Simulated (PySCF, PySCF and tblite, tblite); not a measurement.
# 2,4-difluorophenol (C₆H₄F₂O): a path driven as rotation about a bond, and NMR exchange

How fast is rotation about a bond in 2,4-difluorophenol (C₆H₄F₂O) (`Oc1ccc(F)cc1F`), and when do the exchanging lines merge?

Programs: PySCF 2.14.0 with density-fitted response routines of our own, and tblite 0.8.0. All values are computed, except where a source is named. Atoms count from 0 throughout.

### 1 The molecule as given

13 atoms, charge 0, multiplicity 1; geometry from: force field or distance geometry start.

Bonds of the start (Å): C1–C2 1.39, C1–C7 1.39, C2–C3 1.41, C2–H10 1.08, C3–C4 1.39, C3–H11 1.10, C4–C6 1.39, C4–F5 1.34, C6–C7 1.39, C6–H12 1.08, C7–F8 1.33, O0–C1 1.38, O0–H9 0.97.

### 2 GFN2-xTB relaxation, start minimum

The job: settings as JSON, then the geometry in Å.

```
{"job": {"xc": "GFN2-xTB", "basis": "xTB", "kind": "relax"}, "charge": 0, "multiplicity": 1}
O      2.426200    -0.657100    -0.080700
C      1.085700    -0.331200    -0.050400
C      0.167100    -1.366400    -0.122700
C     -1.202900    -1.043500    -0.095700
C     -1.605000     0.277400     0.043500
F     -2.916000     0.568200     0.069900
C     -0.674100     1.312200     0.118000
C      0.680900     0.994200     0.086600
F      1.598800     1.959200     0.164100
H      2.910700     0.181300    -0.003800
H      0.483000    -2.395600    -0.223400
H     -1.955000    -1.837500    -0.150400
H     -1.003700     2.339500     0.227300
```

On the command line:

```
$ OMP_NUM_THREADS=1 python ens_run.py task.json out
```

This one command runs the whole study; its stages follow in the order run.

Standard output:

```text
step      E/eV     max force
  0    -772.96133    1.559
  1    -773.02251    0.556
  2    -773.03316    0.281
  3    -773.03835    0.213
  4    -773.04060    0.074
  5    -773.04110    0.069
  6    -773.04151    0.054
  7    -773.04182    0.055
  8    -773.04208    0.047
  9    -773.04219    0.032
 10    -773.04225    0.025
 11    -773.04233    0.026
 12    -773.04243    0.031
 13    -773.04253    0.026
 14    -773.04257    0.014
 15    -773.04259    0.009
 16    -773.04259    0.007
 17    -773.04260    0.006
 18    -773.04260    0.005
 19    -773.04260    0.004
 20    -773.04260    0.004
 21    -773.04261    0.002
```

Run time: 0.14 s. Hardware: 1 thread of Arm Neoverse V1, shared host.

Relaxing gained 0.081 eV and moved the atoms by 0.02 Å on average (rms).

### 3 Relaxed scan, rotation

The job: settings as JSON, then the geometry in Å.

```
{"job": {"xc": "GFN2-xTB", "basis": "xTB", "coordinate": [["t", [2, 1, 0, 9], 0.5], ["t", [7, 1, 0, 9], 0.5]], "kind": "drive"}, "charge": 0, "multiplicity": 1}
O      2.416804    -0.648683    -0.079974
C      1.101855    -0.337972    -0.041157
C      0.146736    -1.346682    -0.126021
C     -1.201571    -1.046430    -0.087891
C     -1.600023     0.272536     0.036238
F     -2.914297     0.565389     0.073546
C     -0.684647     1.306283     0.123804
C      0.653574     0.977211     0.083007
F      1.589245     1.957879     0.165400
H      2.945564     0.158313    -0.009484
H      0.486541    -2.364512    -0.222049
H     -1.944110    -1.824699    -0.153454
H     -1.000058     2.331853     0.220307
```

Standard output:

```text
point  coordinate     E/eV
  0    -75.300     -773.02292
  1    -60.500     -772.96967
  2    -45.600     -772.89597
  3    -30.600     -772.81894
  4    -15.400     -772.75771
  5     -0.100     -772.72729
  6     15.300     -772.73362
  7     30.500     -772.77127
  8     45.600     -772.82614
  9     60.500     -772.88168
 10     75.300     -772.92251
 11     90.000     -772.93844
```

Wall time 1.2 s (1 thread of Arm Neoverse V1, shared host).

The highest point is number 5, 6.8 kcal/mol above the first.

### 4 Nudged elastic band, leg 1

Changed since step 3:

```diff
@@ -1,2 +1,2 @@
-{"job": {"xc": "GFN2-xTB", "basis": "xTB", "coordinate": [["t", [2, 1, 0, 9], 0.5], ["t", [7, 1, 0, 9], 0.5]], "kind": "drive"}, "charge": 0, "multiplicity": 1}
+{"job": {"xc": "GFN2-xTB", "basis": "xTB", "kind": "neb"}, "charge": 0, "multiplicity": 1}
 O      2.416804    -0.648683    -0.079974
```

Standard output:

```text
image   E - E0 / eV
  0       0.0000
  1       0.0731
  2       0.2250
  3       0.3164
  4       0.2604
  5       0.1462
  6       0.1041
```

Run time: 1.2 s. Hardware: 1 thread of Arm Neoverse V1, shared host.

The highest point is number 3, 7.3 kcal/mol above the first.

### 5 Saddle search, leg 1

The job: settings as JSON, then the geometry in Å.

```
{"job": {"xc": "GFN2-xTB", "basis": "xTB", "kind": "saddle"}, "charge": 0, "multiplicity": 1}
O      2.453459    -0.441078    -0.345644
C      1.115467    -0.213149    -0.149069
C      0.205359    -1.264705    -0.157713
C     -1.152943    -1.033257    -0.047153
C     -1.603253     0.268310     0.071509
F     -2.924133     0.500766     0.172245
C     -0.733567     1.344177     0.092313
C      0.619999     1.084947    -0.014787
F      1.480877     2.116731     0.024668
H      2.912818    -0.600311     0.485422
H      0.582229    -2.270041    -0.261333
H     -1.860263    -1.846777    -0.058685
H     -1.096048     2.354387     0.188226
```

Standard output:

```text
step      E/eV     max force
  0    -772.72622   0.0412
  1    -772.72574   0.0548
  2    -772.72578   0.0054
  3    -772.72578   0.0014
lowest wavenumbers (cm-1): -438.0 136.7 219.0 262.6 321.0 359.0
```

Run time: 1.4 s. Hardware: 1 thread of Arm Neoverse V1, shared host.

Point group C1; 1 imaginary mode, 438i cm⁻¹, carried by H9. Steps downhill from it reached both ends.

### 6 Shieldings, start: PBE0/pcSseg-1

The job: settings as JSON, then the geometry in Å.

```
{"job": {"kind": "nmr", "xc": "PBE0", "basis": "pcSseg-1", "pop": false}, "charge": 0, "multiplicity": 1}
O      2.416804    -0.648683    -0.079974
C      1.101855    -0.337972    -0.041157
C      0.146736    -1.346682    -0.126021
C     -1.201571    -1.046430    -0.087891
C     -1.600023     0.272536     0.036238
F     -2.914297     0.565389     0.073546
C     -0.684647     1.306283     0.123804
C      0.653574     0.977211     0.083007
F      1.589245     1.957879     0.165400
H      2.945564     0.158313    -0.009484
H      0.486541    -2.364512    -0.222049
H     -1.944110    -1.824699    -0.153454
H     -1.000058     2.331853     0.220307
```

Standard output:

```text
coarse grid: 12256 points
cycle   1  E = -505.1730511317  dE =  1.766e+00  |g| = 7.856e-01  |ddm| = 3.696e+00
cycle   2  E = -505.0524827678  dE =  1.206e-01  |g| = 1.147e+00  |ddm| = 1.595e+00
cycle   3  E = -505.2769517640  dE = -2.245e-01  |g| = 1.253e-01  |ddm| = 1.062e+00
cycle   4  E = -505.2802298376  dE = -3.278e-03  |g| = 4.549e-02  |ddm| = 1.407e-01
cycle   5  E = -505.2806783658  dE = -4.485e-04  |g| = 1.553e-02  |ddm| = 4.775e-02
cycle   6  E = -505.2807352667  dE = -5.690e-05  |g| = 4.367e-03  |ddm| = 1.691e-02
cycle   7  E = -505.2807398653  dE = -4.599e-06  |g| = 1.473e-03  |ddm| = 4.863e-03
final grid: 123152 points
cycle   8  E = -505.3553570938  dE = -3.458e-05  |g| = 1.035e-02  |ddm| = 4.341e-02
cycle   9  E = -505.3553297784  dE =  2.732e-05  |g| = 1.621e-02  |ddm| = 2.123e-02
cycle  10  E = -505.3553782235  dE = -4.845e-05  |g| = 8.744e-04  |ddm| = 1.314e-02
cycle  11  E = -505.3553783695  dE = -1.460e-07  |g| = 1.827e-04  |ddm| = 8.600e-04
cycle  12  E = -505.3553783752  dE = -5.724e-09  |g| = 7.853e-05  |ddm| = 1.935e-04
cycle  13  E = -505.3553783765  dE = -1.323e-09  |g| = 2.961e-05  |ddm| = 9.384e-05
cycle  14  E = -505.3553783767  dE = -2.182e-10  |g| = 8.357e-06  |ddm| = 3.377e-05
converged SCF energy = -505.3553783767

GIAO shielding tensors (ppm)
atom      isotropic    diamagn.    paramagn.     s11        s22        s33       span
  0 O      240.193     385.329    -145.136    194.898    228.269    297.413    102.515
  1 C       38.741     254.053    -215.312    -25.116     17.827    123.512    148.629
  2 C       64.627     254.802    -190.175    -19.088     44.325    168.644    187.732
  3 C       69.229     255.751    -186.522    -14.162     54.344    167.505    181.667
  4 C       22.444     253.366    -230.922    -53.551     35.808     85.074    138.625
  5 F      296.631     477.788    -181.157    223.503    311.436    354.954    131.452
  6 C       77.228     258.382    -181.155     12.760     59.406    159.517    146.756
  7 C       27.902     254.111    -226.209    -30.114     27.244     86.576    116.690
  8 F      327.214     477.011    -149.797    261.892    315.793    403.956    142.064
  9 H       26.776      31.312      -4.536     16.713     27.713     35.902     19.189
 10 H       24.430      30.083      -5.653     20.827     24.992     27.471      6.644
 11 H       24.595      29.737      -5.142     21.065     25.647     27.073      6.008
 12 H       24.554      29.770      -5.217     20.902     25.216     27.543      6.640
```

It took 20 s on 1 thread of Arm Neoverse V1, shared host; peak memory 0.78 GiB.

This run: HOMO -6.76 eV, LUMO -0.68 eV; dipole 0.84 D.

### 7 Shieldings, saddle of leg 1: PBE0/pcSseg-1

The job: settings as JSON, then the geometry in Å.

```
{"job": {"kind": "nmr", "xc": "PBE0", "basis": "pcSseg-1", "pop": false}, "charge": 0, "multiplicity": 1}
O      2.457962    -0.426411    -0.335025
C      1.116225    -0.208796    -0.150452
C      0.208683    -1.262055    -0.160855
C     -1.150532    -1.033459    -0.049171
C     -1.602024     0.267880     0.074023
F     -2.922698     0.498389     0.184499
C     -0.734650     1.344928     0.091066
C      0.618736     1.088883    -0.020806
F      1.477664     2.121962     0.009377
H      2.898585    -0.631258     0.496009
H      0.586070    -2.267145    -0.267575
H     -1.856478    -1.847905    -0.059558
H     -1.097543     2.354985     0.188469
```

Standard output:

```text
coarse grid: 12256 points
cycle   1  E = -505.1610477949  dE =  1.758e+00  |g| = 7.974e-01  |ddm| = 3.685e+00
cycle   2  E = -505.0586645793  dE =  1.024e-01  |g| = 1.125e+00  |ddm| = 1.636e+00
cycle   3  E = -505.2689957166  dE = -2.103e-01  |g| = 1.079e-01  |ddm| = 1.062e+00
cycle   4  E = -505.2712817724  dE = -2.286e-03  |g| = 4.139e-02  |ddm| = 1.186e-01
cycle   5  E = -505.2716585852  dE = -3.768e-04  |g| = 1.407e-02  |ddm| = 4.300e-02
cycle   6  E = -505.2717021755  dE = -4.359e-05  |g| = 3.592e-03  |ddm| = 1.425e-02
cycle   7  E = -505.2717049567  dE = -2.781e-06  |g| = 1.365e-03  |ddm| = 4.141e-03
final grid: 123152 points
cycle   8  E = -505.3474579704  dE = -3.475e-05  |g| = 1.001e-02  |ddm| = 4.044e-02
cycle   9  E = -505.3474331191  dE =  2.485e-05  |g| = 1.552e-02  |ddm| = 2.216e-02
cycle  10  E = -505.3474780058  dE = -4.489e-05  |g| = 9.342e-04  |ddm| = 1.372e-02
cycle  11  E = -505.3474781742  dE = -1.685e-07  |g| = 2.552e-04  |ddm| = 1.101e-03
cycle  12  E = -505.3474781847  dE = -1.047e-08  |g| = 1.440e-04  |ddm| = 3.439e-04
cycle  13  E = -505.3474781901  dE = -5.342e-09  |g| = 2.340e-05  |ddm| = 1.436e-04
cycle  14  E = -505.3474781902  dE = -1.196e-10  |g| = 8.858e-06  |ddm| = 2.577e-05
converged SCF energy = -505.3474781902

GIAO shielding tensors (ppm)
atom      isotropic    diamagn.    paramagn.     s11        s22        s33       span
  0 O      269.233     385.356    -116.123    210.274    257.300    340.126    129.852
  1 C       39.846     253.001    -213.155    -27.734     31.265    116.007    143.742
  2 C       53.569     255.594    -202.025    -38.930     38.221    161.415    200.346
  3 C       70.612     256.311    -185.699    -11.626     56.565    166.898    178.524
  4 C       18.060     253.520    -235.459    -63.732     32.724     85.190    148.922
  5 F      288.512     477.781    -189.269    208.867    298.783    357.886    149.019
  6 C       75.905     258.702    -182.796     10.948     59.274    157.495    146.547
  7 C       19.748     250.392    -230.645    -50.327     21.133     88.437    138.764
  8 F      299.407     474.545    -175.138    219.815    280.455    397.951    178.136
  9 H       29.223      30.763      -1.541     22.089     23.849     41.730     19.641
 10 H       24.167      30.835      -6.668     20.980     24.082     27.438      6.459
 11 H       24.666      29.940      -5.274     21.085     25.697     27.215      6.130
 12 H       24.566      29.498      -4.932     20.867     25.189     27.642      6.775
```

Run time: 20 s. Hardware: 1 thread of Arm Neoverse V1, shared host; peak memory 0.79 GiB.

This run: HOMO -7.21 eV, LUMO -0.72 eV; dipole 2.14 D.

### 8 Shieldings, end: PBE0/pcSseg-1

The job: settings as JSON, then the geometry in Å.

```
{"job": {"kind": "nmr", "xc": "PBE0", "basis": "pcSseg-1", "pop": false}, "charge": 0, "multiplicity": 1}
O      2.490892    -0.264045    -0.062858
C      1.145712    -0.122585    -0.030630
C      0.269674    -1.201883    -0.053269
C     -1.101156    -1.014459    -0.018520
C     -1.598908     0.272506     0.040006
F     -2.931575     0.464986     0.074415
C     -0.762772     1.375291     0.064454
C      0.600203     1.163987     0.028551
F      1.422087     2.226297     0.051146
H      2.728609    -1.198269    -0.100868
H      0.670818    -2.204500    -0.099058
H     -1.776858    -1.853797    -0.036906
H     -1.159068     2.376120     0.109984
```

Standard output:

```text
coarse grid: 12256 points
cycle   1  E = -505.1677911952  dE =  1.779e+00  |g| = 7.836e-01  |ddm| = 3.681e+00
cycle   2  E = -505.0680962598  dE =  9.969e-02  |g| = 1.112e+00  |ddm| = 1.662e+00
cycle   3  E = -505.2720981011  dE = -2.040e-01  |g| = 1.189e-01  |ddm| = 1.023e+00
cycle   4  E = -505.2749519349  dE = -2.854e-03  |g| = 3.821e-02  |ddm| = 1.227e-01
cycle   5  E = -505.2752624273  dE = -3.105e-04  |g| = 1.255e-02  |ddm| = 3.915e-02
cycle   6  E = -505.2752964264  dE = -3.400e-05  |g| = 3.947e-03  |ddm| = 1.341e-02
cycle   7  E = -505.2752998891  dE = -3.463e-06  |g| = 1.454e-03  |ddm| = 4.748e-03
final grid: 123152 points
cycle   8  E = -505.3507261424  dE = -3.591e-05  |g| = 9.643e-03  |ddm| = 3.895e-02
cycle   9  E = -505.3507026562  dE =  2.349e-05  |g| = 1.506e-02  |ddm| = 2.019e-02
cycle  10  E = -505.3507449184  dE = -4.226e-05  |g| = 9.732e-04  |ddm| = 1.274e-02
cycle  11  E = -505.3507451055  dE = -1.871e-07  |g| = 1.964e-04  |ddm| = 1.106e-03
cycle  12  E = -505.3507451113  dE = -5.841e-09  |g| = 1.117e-04  |ddm| = 2.494e-04
cycle  13  E = -505.3507451145  dE = -3.153e-09  |g| = 2.717e-05  |ddm| = 1.195e-04
cycle  14  E = -505.3507451146  dE = -1.830e-10  |g| = 6.331e-06  |ddm| = 2.688e-05
converged SCF energy = -505.3507451146

GIAO shielding tensors (ppm)
atom      isotropic    diamagn.    paramagn.     s11        s22        s33       span
  0 O      230.547     384.135    -153.588    191.622    248.755    251.263     59.641
  1 C       38.816     254.898    -216.082    -25.033     17.939    123.542    148.575
  2 C       66.631     259.349    -192.718    -17.373     59.825    157.441    174.814
  3 C       71.021     255.917    -184.896    -11.622     57.350    167.335    178.958
  4 C       21.522     253.368    -231.846    -56.470     35.880     85.156    141.626
  5 F      296.698     477.811    -181.113    222.896    309.768    357.429    134.533
  6 C       74.654     258.404    -183.750      8.427     57.681    157.855    149.428
  7 C       27.346     249.308    -221.962    -32.054     25.408     88.684    120.738
  8 F      307.687     473.757    -166.070    232.203    286.682    404.174    171.971
  9 H       27.664      30.870      -3.206     19.707     25.783     37.503     17.795
 10 H       24.943      32.142      -7.200     21.412     25.430     27.985      6.573
 11 H       24.773      30.049      -5.276     21.227     25.887     27.205      5.978
 12 H       24.535      29.373      -4.838     21.011     25.046     27.549      6.537
```

It took 20 s on 1 thread of Arm Neoverse V1, shared host; peak memory 0.8 GiB.

In short: HOMO -6.74 eV, LUMO -0.67 eV; dipole 2.82 D.

### 9 Barriers, rates and exchange

The job: settings as JSON, then the geometry in Å.

```
{"job": {"smiles": "Oc1ccc(F)cc1F", "charge": 0, "mult": 1, "motion": "rotation", "what": "aryl ether", "atoms": [1, 0], "drives": [{"terms": [["t", [2, 1, 0, 9], 0.5], ["t", [7, 1, 0, 9], 0.5]], "by": 180, "n": 12}], "study": "path", "level": {"kind": "nmr", "xc": "PBE0", "basis": "pcSseg-1"}, "fields": [60, 90, 500], "first": 2, "seed": 862, "kind": "path"}, "charge": 0, "multiplicity": 1}
O      2.416804    -0.648683    -0.079974
C      1.101855    -0.337972    -0.041157
C      0.146736    -1.346682    -0.126021
C     -1.201571    -1.046430    -0.087891
C     -1.600023     0.272536     0.036238
F     -2.914297     0.565389     0.073546
C     -0.684647     1.306283     0.123804
C      0.653574     0.977211     0.083007
F      1.589245     1.957879     0.165400
H      2.945564     0.158313    -0.009484
H      0.486541    -2.364512    -0.222049
H     -1.944110    -1.824699    -0.153454
H     -1.000058     2.331853     0.220307
```

Standard output:

```text
stationary points (kcal/mol above the start)
  n  kind          group   xTB      DFT    lowest mode
  0  minimum      Cs       0.00     0.00     140.5
  1  saddle       C1       7.31     4.97    -438.0
  2  minimum      Cs       2.40     2.92     137.2

GFN2-xTB energies: T/K, barrier G, reaction G (kcal/mol), k forward, k back (1/s)
 150.00     6.53     2.36   1.89e+03   5.16e+06
 200.00     6.54     2.35   5.96e+05   2.21e+08
 250.00     6.56     2.34   1.94e+07   2.16e+09
 298.15     6.58     2.33   1.86e+08   9.57e+09
 350.00     6.62     2.32   1.07e+09   3.03e+10
 400.00     6.67     2.32   3.78e+09   6.95e+10
 500.00     6.80     2.30   2.23e+10   2.25e+11

PBE0/pcSseg-1 + D3(BJ) energies: T/K, barrier G, reaction G (kcal/mol), k forward, k back (1/s)
 150.00     4.20     2.87   4.78e+06   7.36e+10
 200.00     4.20     2.87   2.12e+08   2.88e+11
 250.00     4.22     2.86   2.13e+09   6.73e+11
 298.15     4.25     2.85   9.57e+09   1.18e+12
 350.00     4.29     2.84   3.07e+10   1.83e+12
 400.00     4.34     2.83   7.13e+10   2.51e+12
 500.00     4.46     2.81   2.34e+11   3.96e+12
```

Run time: 67 s. Hardware: 1 thread of Arm Neoverse V1, shared host; peak memory 0.8 GiB. This counts the whole study up to here.

Barriers by level (kcal/mol; entropies in cal/(mol K)). Zero-point and thermal terms come from xTB in every row. ΔG‡ leaves symmetry out; the rate counts equivalent paths (a factor of 2); effective ΔG‡, where given, is the barrier that would give that rate by Eyring's equation alone:

```
                 level   ΔE‡  with zero-point   ΔH‡   ΔS‡  ΔG‡ (298 K)  ΔE of reaction  k at 298 K (1/s)  effective ΔG‡
              GFN2-xTB  7.31             6.54  6.39  -0.6         6.58            2.40           1.9e+08           6.17
PBE0/pcSseg-1 + D3(BJ)  4.97             4.20  4.06  -0.6         4.25            2.92           9.6e+09           3.84
```

Sites that the driver pairs across this motion, and where their lines would merge (no couplings; faster rotations or exchange between molecules can average them sooner):

```
nucleus        sites: shielding (ppm)  proton frequency (MHz)  spread (Hz)  coalescence (K)  lines at 298 K
    19F    F8: 327.2; F8 (end): 307.7                     500         9190        not given               –
    17O    O0: 240.2; O0 (end): 230.5                     500          654        not given               –
     1H    H9: 26.78; H9 (end): 27.66                     500          444        not given               –
    13C      C6: 77.2; C6 (end): 74.7                     500          324        not given               –
     1H  H10: 24.43; H10 (end): 24.94                     500          256        not given               –
    13C      C2: 64.6; C2 (end): 66.6                     500          252        not given               –
    13C      C3: 69.2; C3 (end): 71.0                     500          225        not given               –
    13C      C4: 22.4; C4 (end): 21.5                     500          116        not given               –
```

A dash: the driver gave no coalescence for this row (it judged the minor form too scarce).

Rows that set an atom against itself at the end compare its shielding in the two forms.

Lines of quadrupolar nuclei are broad, so their coalescence could hardly be seen.

(Part 1 of 2 ends here.)
